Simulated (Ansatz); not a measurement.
# FHOZn + H₂: a complex and its separated parts, part 1 of 2

The complex below is one end of an elementary step. How strongly is it bound against its free parts?

Computed with Ansatz 0.2.0, Gaussian basis. Level: PBE0-D4/def2-TZVP structures, single points in def2-TZVPP, no counterpoise correction.

Levels: SPW92, PBE-D4, BLYP-D4, r2SCAN-D4, B97M-V, PBE0-D4, B3LYP-D4, r2SCAN0-D4, BHLYP-D4, CAM-B3LYP-D4, wB97X-V, wB97M-V, B2PLYP, PBE-QIDH, RPA on PBE, Hartree-Fock, MP2, CCSD, CCSD(T).

Cores are frozen in the correlated methods. The 3s and 3p shells of Cu and Zn are frozen; filled d shells are correlated. B3LYP uses VWN-RPA correlation. B2PLYP carries no dispersion term here.

94 further runs of the same task are left out: 94 set aside as unsound or not needed.

**1. The starting structure**

The complex: 6 atoms, charge 0, spin multiplicity 1.

Atoms are counted from 1 here; the program's logs count them from 0.

Bond lengths: Zn1–O3 1.762 Å, Zn1–F5 1.744 Å, H2–H4 0.750 Å, O3–H6 0.959 Å. Angles: O3–Zn1–F5 174.4°, Zn1–O3–H6 114.8°.

As a file:

```xyz
6
charge 0, multiplicity 1
Zn    0.2341   -0.1957   -0.9294
H    -0.4089    1.0745    1.4744
O     0.1971   -1.8746   -0.3974
H    -0.3080    1.5882    0.9375
F     0.3124    1.4069   -1.6117
H    -0.0267   -1.9992    0.5267
```

Its parts: FHOZn holds atoms 1, 3, 5, 6; H₂ holds atoms 2, 4. Each part counts its atoms afresh in its own runs.

**2. Relaxing FHOZn alone**

The input, relax-a/in.yaml:

```yaml
crystal:
  periodic: [false, false, false]
  atoms:
    - {symbol: Zn, position_ang: [0.234097, -0.195723, -0.929391]}
    - {symbol: O, position_ang: [0.197076, -1.874648, -0.397411]}
    - {symbol: F, position_ang: [0.312448, 1.406920, -1.611747]}
    - {symbol: H, position_ang: [-0.026716, -1.999201, 0.526690]}
basis:
  gaussian: {orbitals: def2-TZVP}
hamiltonian: {xc: pbe0, dispersion: d4}
relax: {f_tol: 0.005, max_steps: 200}
```

Started as:

```sh
ansatz run in.yaml --threads 4 --pin off --events-out ev --progress --plain --max-ram 9574MiB
```

The program printed (excerpt; [...] marks lines left out):

```text
Functional definition: PBE0
  name "PBE0"
  cite "Adamo & Barone, J. Chem. Phys. 110, 6158 (1999) doi:10.1063/1.478522"
  cite "Perdew, Burke & Ernzerhof, Phys. Rev. Lett. 77, 3865 (1996) doi:10.1103/PhysRevLett.77.3865"
  parent pbe
[...]
892 factors; their error is unknown
[...]
mean field -53191.83122635 eV, -1954.7637428502 hartree, gradient 6.8e-5 eV, S^2 0.000000; 0 other end points of the search recorded, 0 dependent functions left out
[...]
reference -53191.83125905 eV, -1954.7637440518 hartree; 24, 24 occupied and 92, 92 virtual orbitals, 892 factors
[...]
892 factors; their error is unknown
mean field -53191.83240788 eV, -1954.7637862707 hartree, gradient 9.1e-6 eV, S^2 0.000000; 1 other end points of the search recorded, 0 dependent functions left out
[...]
reference -53191.83244062 eV, -1954.7637874738 hartree; 24, 24 occupied and 92, 92 virtual orbitals, 892 factors
Total energy: -53191.86476438 eV, -1954.7649753502 hartree
Atom 0 at     0.238560    -0.203818    -0.946249 Å, force    -0.000238    -0.001442     0.001253 eV/Å
Atom 1 at     0.196757    -1.874243    -0.395877 Å, force    -0.000475    -0.000407     0.002005 eV/Å
Atom 2 at     0.309422     1.406110    -1.599015 Å, force     0.000013     0.000119    -0.000065 eV/Å
Atom 3 at    -0.027834    -1.990701     0.529283 Å, force     0.000699     0.001729    -0.003193 eV/Å
Dipole moment:    -0.083657    -0.178955     0.375719 e Å
```

Run time: 5.5 s. Hardware: 4 threads of Arm Neoverse V1, shared host.

The steps of the relaxation:

| step | energy from step 1 (eV) | largest force component (eV/Å) |
| --- | --- | --- |
| 1 | 0.0000 | 0.0976 |
| 2 | -0.0007 | 0.0590 |
| 3 | -0.0012 | 0.0163 |
| 4 | -0.0012 | 0.0032 |

Close pairs (by a distance rule), those that changed most:

| bond | before (Å) | after (Å) | change (Å) |
| --- | --- | --- | --- |
| Zn1–F3 | 1.744 | 1.739 | -0.005 |
| Zn1–O2 | 1.762 | 1.759 | -0.002 |
| O2–H4 | 0.959 | 0.959 | +0.000 |

**3. Relaxing H₂ alone**

The input, relax-b/in.yaml:

```yaml
crystal:
  periodic: [false, false, false]
  atoms:
    - {symbol: H, position_ang: [-0.408896, 1.074466, 1.474408]}
    - {symbol: H, position_ang: [-0.308009, 1.588187, 0.937452]}
basis:
  gaussian: {orbitals: def2-TZVP}
hamiltonian: {xc: pbe0, dispersion: d4}
relax: {f_tol: 0.005, max_steps: 200}
```

Started as:

```sh
ansatz run in.yaml --threads 4 --pin off --events-out ev --progress --plain --max-ram 9574MiB
```

The program printed (excerpt; [...] marks lines left out):

```text
[... 5 set-up lines as earlier in the session ...]
[...]
88 factors; their error is unknown
[...]
mean field -31.78838965 eV, -1.1682017727 hartree, gradient 1.7e-5 eV, S^2 0.000000; 0 other end points of the search recorded, 0 dependent functions left out
[...]
reference -31.78866851 eV, -1.1682120206 hartree; 1, 1 occupied and 11, 11 virtual orbitals, 88 factors
Total energy: -31.79027507 eV, -1.1682710607 hartree
Atom 0 at    -0.408644     1.075751     1.473065 Å, force     0.000343     0.001746    -0.001825 eV/Å
Atom 1 at    -0.308261     1.586902     0.938795 Å, force    -0.000343    -0.001746     0.001825 eV/Å
Dipole moment:    -0.000000     0.000000    -0.000000 e Å
```

Run time: 0.15 s. Hardware: 4 threads of Arm Neoverse V1, shared host.

Along the way:

| step | energy from step 1 (eV) | largest force component (eV/Å) |
| --- | --- | --- |
| 1 | 0.0000 | 0.0977 |
| 2 | -0.0003 | 0.0018 |

The bond:

| bond | before (Å) | after (Å) | change (Å) |
| --- | --- | --- | --- |
| H1–H2 | 0.750 | 0.746 | -0.004 |

**4. SPW92/def2-TZVPP**

The input, parta/in.yaml:

```yaml
crystal:
  periodic: [false, false, false]
  atoms:
    - {symbol: Zn, position_ang: [0.238560, -0.203818, -0.946249]}
    - {symbol: O, position_ang: [0.196757, -1.874243, -0.395877]}
    - {symbol: F, position_ang: [0.309422, 1.406110, -1.599015]}
    - {symbol: H, position_ang: [-0.027834, -1.990701, 0.529283]}
basis:
  gaussian: {orbitals: def2-TZVPP}
hamiltonian: {xc: lda}
```

The input, partb/in.yaml:

```yaml
crystal:
  periodic: [false, false, false]
  atoms:
    - {symbol: H, position_ang: [-0.408644, 1.075751, 1.473065]}
    - {symbol: H, position_ang: [-0.308261, 1.586902, 0.938795]}
basis:
  gaussian: {orbitals: def2-TZVPP}
hamiltonian: {xc: lda}
```

One command serves all of them, each in its own folder.

Started as:

```sh
ansatz run in.yaml --threads 4 --pin off --events-out ev --progress --plain --max-ram 9574MiB
```

parta printed (excerpt; [...] marks lines left out):

```text
Functional definition: SPW92
  name "SPW92"
  cite "Dirac, Proc. Camb. Phil. Soc. 26, 376 (1930) doi:10.1017/S0305004100016108"
  cite "Slater, Phys. Rev. 81, 385 (1951) doi:10.1103/PhysRev.81.385"
  cite "Perdew & Wang, Phys. Rev. B 45, 13244 (1992) doi:10.1103/PhysRevB.45.13244"
[...]
865 factors; their error is unknown
[...]
mean field -53092.91418779 eV, -1951.1286087315 hartree, gradient 2.3e-5 eV, S^2 0.000000; 0 other end points of the search recorded, 0 dependent functions left out
reference -53092.91422937 eV, -1951.1286102595 hartree; 24, 24 occupied and 116, 116 virtual orbitals, 865 factors
Total energy: -53092.91422937 eV, -1951.1286102595 hartree
```

partb printed (excerpt; [...] marks lines left out):

```text
[... 5 set-up lines as earlier in the session ...]
[...]
118 factors; their error is unknown
[...]
mean field -30.93531290 eV, -1.1368517805 hartree, gradient 4.4e-5 eV, S^2 0.000000; 0 other end points of the search recorded, 0 dependent functions left out
reference -30.93533358 eV, -1.1368525404 hartree; 1, 1 occupied and 27, 27 virtual orbitals, 118 factors
Total energy: -30.93533358 eV, -1.1368525404 hartree
```

Times: 0.55 s (parta), 0.1 s (partb) on 4 threads of Arm Neoverse V1, shared host.

**5. PBE-D4/def2-TZVPP**

The same edit goes into each in.yaml of step 4 (parta, partb):

```diff
-hamiltonian: {xc: lda}
+hamiltonian: {xc: pbe, dispersion: d4}
```

One command serves all of them, each in its own folder.

Started as:

```sh
ansatz run in.yaml --threads 4 --pin off --events-out ev --progress --plain --max-ram 9574MiB
```

Output in parta (excerpt; [...] marks lines left out):

```text
Functional definition: PBE
  name "PBE"
[... 2 set-up lines as earlier in the session ...]
[...]
865 factors; their error is unknown
[...]
mean field -53191.58652302 eV, -1954.7547501687 hartree, gradient 2.9e-5 eV, S^2 0.000000; 0 other end points of the search recorded, 0 dependent functions left out
reference -53191.58656726 eV, -1954.7547517943 hartree; 24, 24 occupied and 116, 116 virtual orbitals, 865 factors
Total energy: -53191.62530021 eV, -1954.7561752041 hartree
```

Log of partb (excerpt; [...] marks lines left out):

```text
[... 4 set-up lines as earlier in the session ...]
[...]
118 factors; their error is unknown
[...]
mean field -31.73222597 eV, -1.1661377956 hartree, gradient 3.1e-5 eV, S^2 0.000000; 0 other end points of the search recorded, 0 dependent functions left out
reference -31.73224765 eV, -1.1661385922 hartree; 1, 1 occupied and 27, 27 virtual orbitals, 118 factors
Total energy: -31.73426688 eV, -1.1662127977 hartree
```

They took 0.8 s (parta), 0.1 s (partb) on 4 threads of Arm Neoverse V1, shared host.

**6. BLYP-D4/def2-TZVPP**

Each input of step 5 (parta, partb) changes in the same lines:

```diff
-hamiltonian: {xc: pbe, dispersion: d4}
+hamiltonian: {xc: {name: BLYP}, dispersion: d4}
```

The same command starts each run, in its folder.

Started as:

```sh
ansatz run in.yaml --threads 4 --pin off --events-out ev --progress --plain --max-ram 9574MiB
```

Log of parta (excerpt; [...] marks lines left out):

```text
Functional definition: BLYP
  name "BLYP"
  cite "Becke, Phys. Rev. A 38, 3098 (1988) doi:10.1103/PhysRevA.38.3098"
  cite "Lee, Yang & Parr, Phys. Rev. B 37, 785 (1988) doi:10.1103/PhysRevB.37.785"
[...]
865 factors; their error is unknown
[...]
mean field -53205.51443698 eV, -1955.2665915662 hartree, gradient 3.0e-5 eV, S^2 0.000000; 0 other end points of the search recorded, 0 dependent functions left out
reference -53205.51472853 eV, -1955.2666022805 hartree; 24, 24 occupied and 116, 116 virtual orbitals, 865 factors
Total energy: -53205.60114558 eV, -1955.2697780483 hartree
```

Log of partb (excerpt; [...] marks lines left out):

```text
[... 4 set-up lines as earlier in the session ...]
[...]
118 factors; their error is unknown
[...]
mean field -31.82604706 eV, -1.1695856570 hartree, gradient 8.3e-5 eV, S^2 0.000000; 0 other end points of the search recorded, 0 dependent functions left out
reference -31.82623948 eV, -1.1695927285 hartree; 1, 1 occupied and 27, 27 virtual orbitals, 118 factors
Total energy: -31.83113741 eV, -1.1697727238 hartree
```

They took 0.8 s (parta), 0.1 s (partb) on 4 threads of Arm Neoverse V1, shared host.

**7. r2SCAN-D4/def2-TZVPP**

The same edit goes into each in.yaml of step 6 (parta, partb):

```diff
-hamiltonian: {xc: {name: BLYP}, dispersion: d4}
+hamiltonian: {xc: r2scan, dispersion: d4}
```

The same command starts each run, in its folder.

Started as:

```sh
ansatz run in.yaml --threads 4 --pin off --events-out ev --progress --plain --max-ram 9574MiB
```

Log of parta (excerpt; [...] marks lines left out):

```text
Functional definition: r2SCAN
  name "r2SCAN"
  cite "Furness, Kaplan, Ning, Perdew & Sun, J. Phys. Chem. Lett. 11, 8208 (2020) doi:10.1021/acs.jpclett.0c02405"
  cite "Furness, Kaplan, Ning, Perdew & Sun, J. Phys. Chem. Lett. 11, 9248 (2020) doi:10.1021/acs.jpclett.0c03077"
  parent r2scan
[...]
865 factors; their error is unknown
[...]
mean field -53201.04039831 eV, -1955.1021736776 hartree, gradient 6.7e-5 eV, S^2 0.000000; 0 other end points of the search recorded, 0 dependent functions left out
reference -53201.04041291 eV, -1955.1021742140 hartree; 24, 24 occupied and 116, 116 virtual orbitals, 865 factors
Total energy: -53201.04932391 eV, -1955.1025016873 hartree
```

partb printed (excerpt; [...] marks lines left out):

```text
[... 5 set-up lines as earlier in the session ...]
[...]
118 factors; their error is unknown
[...]
mean field -31.87204645 eV, -1.1712761033 hartree, gradient 4.1e-5 eV, S^2 0.000000; 0 other end points of the search recorded, 0 dependent functions left out
reference -31.87205306 eV, -1.1712763465 hartree; 1, 1 occupied and 27, 27 virtual orbitals, 118 factors
Total energy: -31.87255445 eV, -1.1712947720 hartree
```

They took 1.7 s (parta), 0.35 s (partb) on 4 threads of Arm Neoverse V1, shared host.

**8. B97M-V/def2-TZVPP**

The same edit goes into each in.yaml of step 7 (parta, partb):

```diff
-hamiltonian: {xc: r2scan, dispersion: d4}
+hamiltonian: {xc: {name: B97M-V}}
```

The same command starts each run, in its folder.

Started as:

```sh
ansatz run in.yaml --threads 4 --pin off --events-out ev --progress --plain --max-ram 9574MiB
```

Log of parta (excerpt; [...] marks lines left out):

```text
Functional definition: B97M-V
  name "B97M-V"
  cite "Mardirossian & Head-Gordon, J. Chem. Phys. 142, 074111 (2015) doi:10.1063/1.4907719"
  cite "Becke, J. Chem. Phys. 107, 8554 (1997) doi:10.1063/1.475007"
  cite "Vydrov & Van Voorhis, J. Chem. Phys. 133, 244103 (2010) doi:10.1063/1.3521275"
  # Of w^i u^j: cxij and so on, Table III.
[...]
  gx(w, u) = cx00 + cx01*u + cx02*u^2 + (cx10 + cx11*u)*w
[...]
  gos(w, u) = cos00 + cos01*u + cos03*u^3 + cos10*w + cos32*w^3*u^2
[...]
      + integral(e_c_pw_mod_opposite_spin*gos(b97_w_opposite, b97_u_opposite)) + vv10(b, c)
865 factors; their error is unknown
[...]
mean field -53192.12051618 eV, -1954.7743740554 hartree, gradient 3.1e-5 eV, S^2 0.000000; 0 other end points of the search recorded, 0 dependent functions left out
reference -53192.12058000 eV, -1954.7743764008 hartree; 24, 24 occupied and 116, 116 virtual orbitals, 865 factors
Total energy: -53192.12058000 eV, -1954.7743764008 hartree
```

Log of partb (excerpt; [...] marks lines left out):

```text
[... 5 set-up lines as earlier in the session ...]
  # Of w^i u^j: cxij and so on, Table III.
[...]
  gx(w, u) = cx00 + cx01*u + cx02*u^2 + (cx10 + cx11*u)*w
  gss(w, u) = css00 + css02*u^2 + css10*w + (css32*w^3 + css42*w^4)*u^2
  gos(w, u) = cos00 + cos01*u + cos03*u^3 + cos10*w + cos32*w^3*u^2
[...]
      + integral(e_c_pw_mod_opposite_spin*gos(b97_w_opposite, b97_u_opposite)) + vv10(b, c)
118 factors; their error is unknown
[...]
mean field -31.90528048 eV, -1.1724974314 hartree, gradient 8.2e-6 eV, S^2 0.000000; 0 other end points of the search recorded, 0 dependent functions left out
reference -31.90531016 eV, -1.1724985222 hartree; 1, 1 occupied and 27, 27 virtual orbitals, 118 factors
Total energy: -31.90531016 eV, -1.1724985222 hartree
```

Wall times: 2.8 s (parta), 0.2 s (partb) on 4 threads of Arm Neoverse V1, shared host.

**9. PBE0-D4/def2-TZVPP**

Each input of step 8 (parta, partb) changes in the same lines:

```diff
-hamiltonian: {xc: {name: B97M-V}}
+hamiltonian: {xc: pbe0, dispersion: d4}
+output: {orbitals: {seedname: orbitals}}
```

The same command starts each run, in its folder.

Started as:

```sh
ansatz run in.yaml --threads 4 --pin off --events-out ev --progress --plain --max-ram 9574MiB
```

Log of parta (excerpt; [...] marks lines left out):

```text
[... 5 set-up lines as earlier in the session ...]
[...]
950 factors; their error is unknown
[...]
mean field -53191.90356575 eV, -1954.7664012741 hartree, gradient 5.5e-5 eV, S^2 0.000000; 0 other end points of the search recorded, 0 dependent functions left out
reference -53191.90359871 eV, -1954.7664024855 hartree; 24, 24 occupied and 116, 116 virtual orbitals, 950 factors
Total energy: -53191.93592248 eV, -1954.7675903619 hartree
```

Output in partb (excerpt; [...] marks lines left out):

```text
[... 5 set-up lines as earlier in the session ...]
[...]
118 factors; their error is unknown
[...]
mean field -31.79610682 eV, -1.1684853735 hartree, gradient 5.5e-5 eV, S^2 0.000000; 0 other end points of the search recorded, 0 dependent functions left out
reference -31.79612281 eV, -1.1684859612 hartree; 1, 1 occupied and 27, 27 virtual orbitals, 118 factors
Total energy: -31.79772938 eV, -1.1685450013 hartree
```

Wall times: 1 s (parta), 0.1 s (partb) on 4 threads of Arm Neoverse V1, shared host.

**10. B3LYP-D4/def2-TZVPP**

The same edit goes into each in.yaml of step 9 (parta, partb):

```diff
-hamiltonian: {xc: pbe0, dispersion: d4}
-output: {orbitals: {seedname: orbitals}}
+hamiltonian: {xc: {name: B3LYP}, dispersion: d4}
```

The same command starts each run, in its folder.

Started as:

```sh
ansatz run in.yaml --threads 4 --pin off --events-out ev --progress --plain --max-ram 9574MiB
```

parta printed (excerpt; [...] marks lines left out):

```text
Functional definition: B3LYP
  name "B3LYP"
  cite "Stephens, Devlin, Chabalowski & Frisch, J. Phys. Chem. 98, 11623 (1994) doi:10.1021/j100096a001"
[... 2 set-up lines as earlier in the session ...]
  cite "Vosko, Wilk & Nusair, Can. J. Phys. 58, 1200 (1980) doi:10.1139/p80-159"
[...]
930 factors; their error is unknown
[...]
mean field -53204.91736858 eV, -1955.2446497069 hartree, gradient 1.0e-5 eV, S^2 0.000000; 0 other end points of the search recorded, 0 dependent functions left out
reference -53204.91758778 eV, -1955.2446577625 hartree; 24, 24 occupied and 116, 116 virtual orbitals, 930 factors
Total energy: -53204.98066586 eV, -1955.2469758390 hartree
```

Output in partb (excerpt; [...] marks lines left out):

```text
[... 6 set-up lines as earlier in the session ...]
[...]
118 factors; their error is unknown
[...]
mean field -32.10922475 eV, -1.1799922453 hartree, gradient 4.6e-5 eV, S^2 0.000000; 0 other end points of the search recorded, 0 dependent functions left out
reference -32.10936686 eV, -1.1799974675 hartree; 1, 1 occupied and 27, 27 virtual orbitals, 118 factors
Total energy: -32.11251796 eV, -1.1801132684 hartree
```

Wall times: 1.1 s (parta), 0.1 s (partb) on 4 threads of Arm Neoverse V1, shared host.

**11. r2SCAN0-D4/def2-TZVPP**

The same edit goes into each in.yaml of step 10 (parta, partb):

```diff
-hamiltonian: {xc: {name: B3LYP}, dispersion: d4}
+hamiltonian: {xc: {name: r2SCAN0}, dispersion: d4}
```

Each run has its own folder and the same command.

Started as:

```sh
ansatz run in.yaml --threads 4 --pin off --events-out ev --progress --plain --max-ram 9574MiB
```

parta printed (excerpt; [...] marks lines left out):

```text
Functional definition: r2SCAN0
  name "r2SCAN0"
  cite "Bursch, Neugebauer, Ehlert & Grimme, J. Chem. Phys. 156, 134105 (2022) doi:10.1063/5.0086040"
[... 3 set-up lines as earlier in the session ...]
[...]
950 factors; their error is unknown
[...]
mean field -53199.21040200 eV, -1955.0349225534 hartree, gradient 2.2e-5 eV, S^2 0.000000; 0 other end points of the search recorded, 0 dependent functions left out
reference -53199.21041364 eV, -1955.0349229812 hartree; 24, 24 occupied and 116, 116 virtual orbitals, 950 factors
Total energy: -53199.22100218 eV, -1955.0353121031 hartree
```

Log of partb (excerpt; [...] marks lines left out):

```text
[... 6 set-up lines as earlier in the session ...]
[...]
118 factors; their error is unknown
[...]
mean field -31.85186257 eV, -1.1705343596 hartree, gradient 1.4e-5 eV, S^2 0.000000; 0 other end points of the search recorded, 0 dependent functions left out
reference -31.85186770 eV, -1.1705345480 hartree; 1, 1 occupied and 27, 27 virtual orbitals, 118 factors
Total energy: -31.85240908 eV, -1.1705544433 hartree
```

Wall times: 2.1 s (parta), 0.35 s (partb) on 4 threads of Arm Neoverse V1, shared host.

**12. BHLYP-D4/def2-TZVPP**

The same edit goes into each in.yaml of step 11 (parta, partb):

```diff
-hamiltonian: {xc: {name: r2SCAN0}, dispersion: d4}
+hamiltonian: {xc: {name: BHLYP}, dispersion: d4}
```

The same command starts each run, in its folder.

Started as:

```sh
ansatz run in.yaml --threads 4 --pin off --events-out ev --progress --plain --max-ram 9574MiB
```

parta printed (excerpt; [...] marks lines left out):

```text
Functional definition: BHLYP
  name "BHLYP"
  cite "Becke, J. Chem. Phys. 98, 1372 (1993) doi:10.1063/1.464304"
[... 2 set-up lines as earlier in the session ...]
[...]
1051 factors; their error is unknown
[...]
mean field -53200.30052075 eV, -1955.0749836786 hartree, gradient 2.8e-5 eV, S^2 0.000000; 0 other end points of the search recorded, 0 dependent functions left out
reference -53200.30066636 eV, -1955.0749890297 hartree; 24, 24 occupied and 116, 116 virtual orbitals, 1051 factors
Total energy: -53200.34963388 eV, -1955.0767885531 hartree
```

Output in partb (excerpt; [...] marks lines left out):

```text
[... 5 set-up lines as earlier in the session ...]
[...]
118 factors; their error is unknown
[...]
mean field -31.83804587 eV, -1.1700266052 hartree, gradient 5.6e-5 eV, S^2 0.000000; 0 other end points of the search recorded, 0 dependent functions left out
reference -31.83814144 eV, -1.1700301171 hartree; 1, 1 occupied and 27, 27 virtual orbitals, 118 factors
Total energy: -31.83988504 eV, -1.1700941932 hartree
```

Times: 1.2 s (parta), 0.1 s (partb) on 4 threads of Arm Neoverse V1, shared host.

**13. CAM-B3LYP-D4/def2-TZVPP**

The same edit goes into each in.yaml of step 12 (parta, partb):

```diff
-hamiltonian: {xc: {name: BHLYP}, dispersion: d4}
+hamiltonian: {xc: {name: CAM-B3LYP}, dispersion: d4}
```

Each run has its own folder and the same command.

Started as:

```sh
ansatz run in.yaml --threads 4 --pin off --events-out ev --progress --plain --max-ram 9574MiB
```

parta printed (excerpt; [...] marks lines left out):

```text
Functional definition: CAM-B3LYP
  name "CAM-B3LYP"
  cite "Yanai, Tew & Handy, Chem. Phys. Lett. 393, 51 (2004) doi:10.1016/j.cplett.2004.06.011"
  cite "Iikura, Tsuneda, Yanai & Hirao, J. Chem. Phys. 115, 3540 (2001) doi:10.1063/1.1383587"
[... 2 set-up lines as earlier in the session ...]
[...]
912 factors; their error is unknown
147 factors; integrals over basis functions are off by at most 8.0e-5 eV
[...]
mean field -53205.41774752 eV, -1955.2630382940 hartree, gradient 2.2e-5 eV, S^2 0.000000; 0 other end points of the search recorded, 0 dependent functions left out
reference -53205.41785425 eV, -1955.2630422163 hartree; 24, 24 occupied and 116, 116 virtual orbitals, 912 factors
Total energy: -53205.45060457 eV, -1955.2642457682 hartree
```

Output in partb (excerpt; [...] marks lines left out):

```text
[... 6 set-up lines as earlier in the session ...]
[...]
  # Exact exchange under (alpha + beta erf(omega r))/r, Becke's under what is left of 1/r.
[...]
118 factors; their error is unknown
42 factors; integrals over basis functions are off by at most 6.3e-5 eV
[...]
mean field -31.88030352 eV, -1.1715795451 hartree, gradient 6.4e-5 eV, S^2 0.000000; 0 other end points of the search recorded, 0 dependent functions left out
reference -31.88037346 eV, -1.1715821153 hartree; 1, 1 occupied and 27, 27 virtual orbitals, 118 factors
Total energy: -31.88188687 eV, -1.1716377321 hartree
```

Times: 1.2 s (parta), 0.15 s (partb) on 4 threads of Arm Neoverse V1, shared host.

(Continued in part 2 of 2.)
